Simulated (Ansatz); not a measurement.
# BSiN2H5 (SMILES N[SiH]1BN1): wB97X/cc-pVDZ

What is the vertical ionisation energy of BSiN2H5 at wB97X/cc-pVDZ? 

Program for the calculation: Ansatz 0.2.0.

61 further runs of the same task are left out: 61 set aside as unsound or not needed.

### Step 1. The molecule

BSiN2H5 has 9 atoms, charge 0, and is taken as a singlet. As SMILES, `N[SiH]1BN1`. Geometry: relaxed at PBE0-D4/def2-TZVP. This is one conformer, not always the lowest.

Bond lengths: N1–Si2 1.702 Å, Si2–B3 1.914 Å, Si2–N4 1.755 Å, B3–N4 1.389 Å, N1–H5 1.006 Å, N1–H6 1.005 Å, Si2–H7 1.482 Å, B3–H8 1.190 Å, N4–H9 1.011 Å. Some angles: N1–Si2–B3 127.2°, N1–Si2–N4 121.8°, B3–Si2–N4 44.2°, Si2–B3–N4 61.8°, Si2–N4–B3 74.0°, N1–Si2–H7 105.5°, B3–Si2–H7 127.1°, N4–Si2–H7 113.4°, Si2–N1–H5 122.6°, Si2–N1–H6 123.2°.

### Step 2. The energy at wB97X/cc-pVDZ

run.yaml

```yaml
crystal:
  periodic: [false, false, false]
  atoms:
    - {symbol: "N", position_ang: [-0.637800, 1.588100, 0.218200]}
    - {symbol: Si, position_ang: [0.258900, 0.175500, 0.530500]}
    - {symbol: B, position_ang: [-0.233900, -1.625800, 0.110200]}
    - {symbol: "N", position_ang: [0.650500, -0.971600, -0.738400]}
    - {symbol: H, position_ang: [-0.221300, 2.503300, 0.212900]}
    - {symbol: H, position_ang: [-1.561800, 1.577300, -0.177300]}
    - {symbol: H, position_ang: [1.441200, 0.620900, 1.305200]}
    - {symbol: H, position_ang: [-0.741300, -2.702400, 0.114400]}
    - {symbol: H, position_ang: [1.134000, -1.211600, -1.592900]}
basis:
  gaussian:
    orbitals: cc-pVDZ
hamiltonian:
  xc: {name: wB97X}
accuracy: high
output: {orbitals: {seedname: orbitals}}
```

The run is started by

```sh
$ ansatz run run.yaml --threads 1 --pin off --max-ram 3480MiB --events-out events.jsonl --progress --plain --runs-dir runs
```

What it wrote:

```text
Warning: RAYON_NUM_THREADS=1 ignored (pool sized by the plan → 1); use --threads N
Functional definition: wB97X
  name "wB97X"
  parameter omega = 0.3/bohr
  parameter cx = 0.157706
  parameter cx1 = 0.726479
  parameter cx2 = 1.04760
  parameter cx3 = -5.70635
  parameter cx4 = 13.2794
  parameter css1 = -4.33879
  parameter css2 = 18.2308
  parameter css3 = -31.7430
  parameter css4 = 17.2901
  parameter cos1 = 2.37031
  parameter cos2 = -11.3995
  parameter cos3 = 6.58405
  parameter cos4 = -3.78132
  exchange = spin_sum(e_x_unif_sr(omega)*poly(b97_u_x, 1 - cx, cx1, cx2, cx3, cx4)) + cx*exact_x_sr(omega)
      + exact_x_lr(omega)
  correlation = spin_sum(e_c_pw_same_spin*poly(b97_u_same, 1, css1, css2, css3, css4))
      + integral(e_c_pw_opposite_spin*poly(b97_u_opposite, 1, cos1, cos2, cos3, cos4))
1994 factors; integrals over basis functions are off by at most 3.8e-9 eV
378 factors; integrals over basis functions are off by at most 2.4e-9 eV
mean field evaluation 1: about -11608.5058 eV, gradient 5.5e1 eV
mean field evaluation 2: about -11609.0114 eV, gradient 5.3e1 eV
mean field evaluation 4: about -11614.5897 eV, gradient 2.3e0 eV
mean field evaluation 8: about -11614.7293 eV, gradient 8.9e-2 eV
mean field evaluation 16: about -11614.7293 eV, gradient 4.9e-5 eV
mean field -11614.72931039 eV, -426.8334294104 hartree, gradient 3.2e-8 eV, S^2 0.000000; 0 other end points of the search recorded, 0 dependent functions left out
reference -11614.72930731 eV, -426.8334292974 hartree; 19, 19 occupied and 66, 66 virtual orbitals, 1994 factors
Total energy: -11614.72930731 eV, -426.8334292974 hartree
```

Run time: 26 s. Hardware: 1 thread of Arm Neoverse V1, shared host; peak memory 0.48 GiB.

### Step 3. The doublet cation at the same level

molecule.yaml

```yaml
crystal:
  periodic: [false, false, false]
  atoms:
    - {symbol: "N", position_ang: [-0.637800, 1.588100, 0.218200]}
    - {symbol: Si, position_ang: [0.258900, 0.175500, 0.530500]}
    - {symbol: B, position_ang: [-0.233900, -1.625800, 0.110200]}
    - {symbol: N, position_ang: [0.650500, -0.971600, -0.738400]}
    - {symbol: H, position_ang: [-0.221300, 2.503300, 0.212900]}
    - {symbol: H, position_ang: [-1.561800, 1.577300, -0.177300]}
    - {symbol: H, position_ang: [1.441200, 0.620900, 1.305200]}
    - {symbol: H, position_ang: [-0.741300, -2.702400, 0.114400]}
    - {symbol: H, position_ang: [1.134000, -1.211600, -1.592900]}
basis:
  gaussian: {orbitals: cc-pVDZ}
hamiltonian: {xc: {name: wB97X}}
total_charge: 1
accuracy: high
magnetization: {spin_polarized: true, initial_magnetization: 1}
output: {orbitals: {seedname: orbitals}}
```

The run is started by

```sh
$ ansatz run molecule.yaml --threads 1 --pin off --max-ram 3480MiB --events-out events.jsonl --progress --plain --runs-dir runs
```

What it wrote, shortened:

```text
Warning: RAYON_NUM_THREADS=1 ignored (pool sized by the plan → 1); use --threads N
[... 2 set-up lines as earlier in the session ...]
[...]
      + exact_x_lr(omega)
[...]
      + integral(e_c_pw_opposite_spin*poly(b97_u_opposite, 1, cos1, cos2, cos3, cos4))
1993 factors; integrals over basis functions are off by at most 3.8e-9 eV
378 factors; integrals over basis functions are off by at most 2.4e-9 eV
[...]
mean field -11605.98469195 eV, -426.5120706103 hartree, gradient 5.7e-8 eV, S^2 0.760177; 2 other end points of the search recorded, 0 dependent functions left out
reference -11605.98468893 eV, -426.5120704991 hartree; 19, 18 occupied and 66, 67 virtual orbitals, 1993 factors
Total energy: -11605.98468893 eV, -426.5120704991 hartree
```

Run time: 66 s. Hardware: 1 thread of Arm Neoverse V1, shared host; peak memory 0.79 GiB.

### Step 4. Outcome

Level: wB97X/cc-pVDZ.

| quantity | value |
| --- | --- |
| singlet BSiN2H5: total energy | -426.83343 Eh |
| singlet BSiN2H5: HOMO energy | -8.72 eV |
| singlet BSiN2H5: LUMO energy | 2.45 eV |
| singlet BSiN2H5: HOMO–LUMO gap | 11.16 eV |
| doublet cation: total energy | -426.51207 Eh |
| doublet cation: HOMO energy (highest over α and β) | -15.80 eV |
| doublet cation: LUMO energy (lowest over α and β) | -8.75 eV |
| doublet cation: ⟨S²⟩ | 0.760 |
| vertical ionisation energy (to the doublet cation) | 8.745 eV |

The vertical ionisation energy comes to 8.74 eV (202 kcal/mol). −ε(HOMO) before ionisation, 8.72 eV, is 0.03 eV below this ionisation energy.
